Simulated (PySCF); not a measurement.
**[HfF3(NH3)]+: other functionals and bases at one geometry**

Aim: see how levels, charges and forces of [HfF3(NH3)]+ depend on the level of theory. The species was built from a template and needn't be a known compound.

The runs use PySCF 2.14.0; several levels, as the steps say, no spin–orbit coupling.

1 further run of the same task is left out (for a known fault of the program).

## Step 1: Where the work starts

8 atoms, charge 1, spin multiplicity 1.

Bond lengths: Hf1–F2 1.878 Å, Hf1–F3 1.878 Å, Hf1–F4 1.878 Å, Hf1–N5 2.272 Å, N5–H6 1.030 Å, N5–H7 1.030 Å, N5–H8 1.030 Å. Angles: F2–Hf1–F3 115.7°, F2–Hf1–F4 115.7°, F2–Hf1–N5 102.2°, F3–Hf1–F4 115.7°, F3–Hf1–N5 102.2°, F4–Hf1–N5 102.2°, Hf1–N5–H6 113.5°, Hf1–N5–H7 113.5°, Hf1–N5–H8 113.5°, H6–N5–H7 105.2°, H6–N5–H8 105.2°, H7–N5–H8 105.2°.

As a file:

```xyz
8
charge 1, multiplicity 1
Hf    0.06944   -0.06944    0.06944
F     1.04730    1.20108    1.04730
F    -1.20108   -1.04730    1.04730
F     1.04730   -1.04730   -1.20108
N    -1.24230    1.24230   -1.24230
H    -1.86449    1.86449   -0.70777
H    -0.70777    1.86449   -1.86449
H    -1.86449    0.70777   -1.86449
```

Formal oxidation states: Hf +4. An earlier session relaxed this geometry at PBE0, Hf def2-SVP with ECP60, F def2-SVP, N def2-SVP, H def2-SVP (singlet, point group C3v).

At PBE0 on the finer grid: E = -403.494907 Eh, HOMO -16.80 eV, LUMO -6.56 eV, Mulliken charge on Hf1 +1.54 e, largest force component 0.023 eV/Å. 

Levels to run: BLYP; HF; PBE0, TZVP. Hardware: 2 threads of Arm Neoverse V2, shared host.

## Step 2: BLYP

run.py (the lines that set the calculation)

```python
mol = gto.M(atom='''
Hf     0.06944    -0.06944     0.06944
F      1.04730     1.20108     1.04730
F     -1.20108    -1.04730     1.04730
F      1.04730    -1.04730    -1.20108
N     -1.24230     1.24230    -1.24230
H     -1.86449     1.86449    -0.70777
H     -0.70777     1.86449    -1.86449
H     -1.86449     0.70777    -1.86449''',
    basis={'Hf': 'def2-SVP', 'F': 'def2-SVP', 'N': 'def2-SVP', 'H': 'def2-SVP'},
    ecp={'Hf': 'def2-SVP'},
    charge=1, spin=0)
mf = dft.RKS(mol, xc='BLYP')
mf.grids.atom_grid = (75, 302)
mf = mf.density_fit()  # fitting sets: Hf def2-universal-JKFIT, F def2-universal-JKFIT, N def2-universal-JKFIT, H def2-universal-JKFIT
mf.conv_tol = 1e-08; mf.max_cycle = 55
mf.kernel(dm0)  # dm0: the density of the relaxed state
```

Started as:

```bash
$ OMP_NUM_THREADS=2 python run.py
```

Log:

```text
init E= -403.797843710225
  HOMO = -0.532148044841486  LUMO = -0.277786217414231  gap/eV = 6.92154
cycle= 1 E= -403.799957585753  delta_E= -0.00211  |g|= 0.149  |ddm|= 0.356
  HOMO = -0.554454379622105  LUMO = -0.248989364847482  gap/eV = 8.31213
cycle= 2 E= -403.775133369191  delta_E= 0.0248  |g|= 0.392  |ddm|= 0.413
  HOMO = -0.535319732784682  LUMO = -0.262827807471032  gap/eV = 7.41488
cycle= 3 E= -403.804878950808  delta_E= -0.0297  |g|= 0.0249  |ddm|= 0.26
  HOMO = -0.538130848998673  LUMO = -0.268389254016843  gap/eV = 7.34004
cycle= 4 E= -403.805049650239  delta_E= -0.000171  |g|= 0.00209  |ddm|= 0.034
  HOMO = -0.537737372757369  LUMO = -0.268080240409639  gap/eV = 7.33774
cycle= 5 E= -403.805050313833  delta_E= -6.64e-07  |g|= 0.0011  |ddm|= 0.00219
  HOMO = -0.537716197117111  LUMO = -0.268041660080171  gap/eV = 7.33822
cycle= 6 E= -403.805050552486  delta_E= -2.39e-07  |g|= 0.0003  |ddm|= 0.000936
  HOMO = -0.537727219200067  LUMO = -0.268040162205441  gap/eV = 7.33856
cycle= 7 E= -403.805050572335  delta_E= -1.98e-08  |g|= 4.76e-05  |ddm|= 0.000229
  HOMO = -0.537730043882924  LUMO = -0.268039166431104  gap/eV = 7.33866
cycle= 8 E= -403.80505057279  delta_E= -4.55e-10  |g|= 7.65e-06  |ddm|= 3.27e-05
  HOMO = -0.537731439341082  LUMO = -0.268038910448652  gap/eV = 7.33871
Extra cycle  E= -403.805050572741  delta_E= 4.9e-11  |g|= 1.79e-05  |ddm|= 1.65e-05
converged SCF energy = -403.805050572741
```

Wall time 6.7 s (2 threads of Arm Neoverse V2, shared host).

Read off: E = -403.805051 Eh, HOMO -14.63 eV, LUMO -7.29 eV, Mulliken charge on Hf1 +1.31 e, largest force component 0.449 eV/Å. 

## Step 3: HF

Changes to run.py (the lines that set the calculation) since step 2:

```diff
@@ -12,4 +12,3 @@
     charge=1, spin=0)
-mf = dft.RKS(mol, xc='BLYP')
-mf.grids.atom_grid = (75, 302)
+mf = scf.RHF(mol)
 mf = mf.density_fit()  # fitting sets: Hf def2-universal-JKFIT, F def2-universal-JKFIT, N def2-universal-JKFIT, H def2-universal-JKFIT
```

Started as:

```bash
$ OMP_NUM_THREADS=2 python run.py
```

Log:

```text
init E= -401.7141242129
  HOMO = -0.793161824849018  LUMO = -0.117002078750687  gap/eV = 18.39924
cycle= 1 E= -401.74941802392  delta_E= -0.0353  |g|= 0.145  |ddm|= 0.517
  HOMO = -0.804681168734579  LUMO = -0.129793775572651  gap/eV = 18.36462
cycle= 2 E= -401.751706295649  delta_E= -0.00229  |g|= 0.0837  |ddm|= 0.171
  HOMO = -0.815375484795914  LUMO = -0.126511528393365  gap/eV = 18.74494
cycle= 3 E= -401.752978423244  delta_E= -0.00127  |g|= 0.0155  |ddm|= 0.0605
  HOMO = -0.814234623436589  LUMO = -0.126165024893158  gap/eV = 18.72333
cycle= 4 E= -401.753021772531  delta_E= -4.33e-05  |g|= 0.00235  |ddm|= 0.0119
  HOMO = -0.814310885518766  LUMO = -0.12637504855941  gap/eV = 18.71969
cycle= 5 E= -401.753023592411  delta_E= -1.82e-06  |g|= 0.000554  |ddm|= 0.00324
  HOMO = -0.814241201078185  LUMO = -0.126348966105709  gap/eV = 18.71850
cycle= 6 E= -401.753023795167  delta_E= -2.03e-07  |g|= 0.000217  |ddm|= 0.00109
  HOMO = -0.814223489828268  LUMO = -0.126349454929607  gap/eV = 18.71801
cycle= 7 E= -401.753023814634  delta_E= -1.95e-08  |g|= 5.25e-05  |ddm|= 0.000276
  HOMO = -0.814218016118454  LUMO = -0.126349190220704  gap/eV = 18.71786
cycle= 8 E= -401.753023816378  delta_E= -1.74e-09  |g|= 7.83e-06  |ddm|= 9.87e-05
  HOMO = -0.814217261938927  LUMO = -0.126349555249813  gap/eV = 18.71783
Extra cycle  E= -401.753023816405  delta_E= -2.73e-11  |g|= 3.25e-06  |ddm|= 9.92e-06
converged SCF energy = -401.753023816405
```

Run time: 2.1 s. Hardware: 2 threads of Arm Neoverse V2, shared host.

Read off: E = -401.753024 Eh, HOMO -22.16 eV, LUMO -3.44 eV, Mulliken charge on Hf1 +2.08 e, largest force component 0.516 eV/Å. 

## Step 4: PBE0, TZVP

Basis: Hf def2-TZVP with ECP60, F def2-TZVP, N def2-TZVP, H def2-TZVP. 

run.py (the lines that set the calculation)

```python
mol = gto.M(atom='''
Hf     0.06944    -0.06944     0.06944
F      1.04730     1.20108     1.04730
F     -1.20108    -1.04730     1.04730
F      1.04730    -1.04730    -1.20108
N     -1.24230     1.24230    -1.24230
H     -1.86449     1.86449    -0.70777
H     -0.70777     1.86449    -1.86449
H     -1.86449     0.70777    -1.86449''',
    basis={'Hf': 'def2-TZVP', 'F': 'def2-TZVP', 'N': 'def2-TZVP', 'H': 'def2-TZVP'},
    ecp={'Hf': 'def2-TZVP'},
    charge=1, spin=0)
mf = dft.RKS(mol, xc='PBE0')
mf.grids.atom_grid = (75, 302)
mf = mf.density_fit()  # fitting sets: Hf def2-universal-JKFIT, F def2-universal-JKFIT, N def2-universal-JKFIT, H def2-universal-JKFIT
mf.conv_tol = 1e-08; mf.max_cycle = 55
mf.kernel(dm0)  # dm0: free metal ions and neutral atoms
```

Started as:

```bash
$ OMP_NUM_THREADS=2 python run.py
```

Log:

```text
init E= -408.168977415562
  HOMO = -0.593676780087719  LUMO = -0.32912298386232  gap/eV = 7.19888
cycle= 1 E= -403.88410351388  delta_E= 4.28  |g|= 0.569  |ddm|= 2.03
  HOMO = -0.588694105535966  LUMO = -0.239905634048664  gap/eV = 9.49102
cycle= 2 E= -403.911215107697  delta_E= -0.0271  |g|= 0.37  |ddm|= 0.573
  HOMO = -0.611621163643324  LUMO = -0.240583739001764  gap/eV = 10.09644
cycle= 3 E= -403.93402923742  delta_E= -0.0228  |g|= 0.166  |ddm|= 0.269
  HOMO = -0.623819859287564  LUMO = -0.241792244708899  gap/eV = 10.39550
cycle= 4 E= -403.939067202056  delta_E= -0.00504  |g|= 0.0432  |ddm|= 0.0885
  HOMO = -0.618242843217559  LUMO = -0.23983942547395  gap/eV = 10.29688
cycle= 5 E= -403.939282184256  delta_E= -0.000215  |g|= 0.0177  |ddm|= 0.022
  HOMO = -0.619403537870029  LUMO = -0.238910110063667  gap/eV = 10.35375
cycle= 6 E= -403.939331910927  delta_E= -4.97e-05  |g|= 0.00275  |ddm|= 0.00944
  HOMO = -0.619452687973604  LUMO = -0.239323219486359  gap/eV = 10.34385
cycle= 7 E= -403.939333423329  delta_E= -1.51e-06  |g|= 0.000339  |ddm|= 0.00209
  HOMO = -0.619416491615463  LUMO = -0.239251646592479  gap/eV = 10.34481
cycle= 8 E= -403.939333447965  delta_E= -2.46e-08  |g|= 3.64e-05  |ddm|= 0.000309
  HOMO = -0.619415234770953  LUMO = -0.239249749442338  gap/eV = 10.34483
cycle= 9 E= -403.939333448211  delta_E= -2.45e-10  |g|= 1.38e-05  |ddm|= 3.06e-05
  HOMO = -0.619417047035265  LUMO = -0.239252888188665  gap/eV = 10.34479
Extra cycle  E= -403.939333448228  delta_E= -1.74e-11  |g|= 1.08e-05  |ddm|= 1.73e-05
converged SCF energy = -403.939333448228
```

Wall time 13 s (2 threads of Arm Neoverse V2, shared host).

Read off: E = -403.939333 Eh, HOMO -16.86 eV, LUMO -6.51 eV, Mulliken charge on Hf1 +1.72 e, largest force component 0.223 eV/Å. 

## Step 5: All levels side by side

| level | state | HOMO (eV) | gap (eV) | charge on Hf1 (e) | dipole (D) | largest force (eV/Å) | basis functions | time |
| --- | --- | --- | --- | --- | --- | --- | --- | --- |
| PBE0 (relaxed here) | singlet | -16.80 | 10.24 | 1.54 | 7.57 | 0.02 | 103 | 18 s |
| BLYP | singlet | -14.63 | 7.34 | 1.31 | 7.40 | 0.45 | 103 | 6.7 s |
| HF | singlet | -22.16 | 18.72 | 2.08 | 7.86 | 0.52 | 103 | 2.1 s |
| PBE0, TZVP | singlet | -16.86 | 10.34 | 1.72 | 7.50 | 0.22 | 182 | 13 s |

Times are on 2 threads of Arm Neoverse V2, shared host; the first row also made further properties. The dipole of a charged species depends on the origin, so these sizes hold for this origin alone.

In one basis the HOMO–LUMO gap runs from 7.34 eV (BLYP) to 18.72 eV (HF). The largest leftover force, 0.52 eV/Å with HF, stands at a geometry relaxed at another level. The Mulliken charge on Hf spans +1.31 to +2.08 e over the levels. Total energies of different levels can't be compared. Spin–orbit coupling is left out throughout.
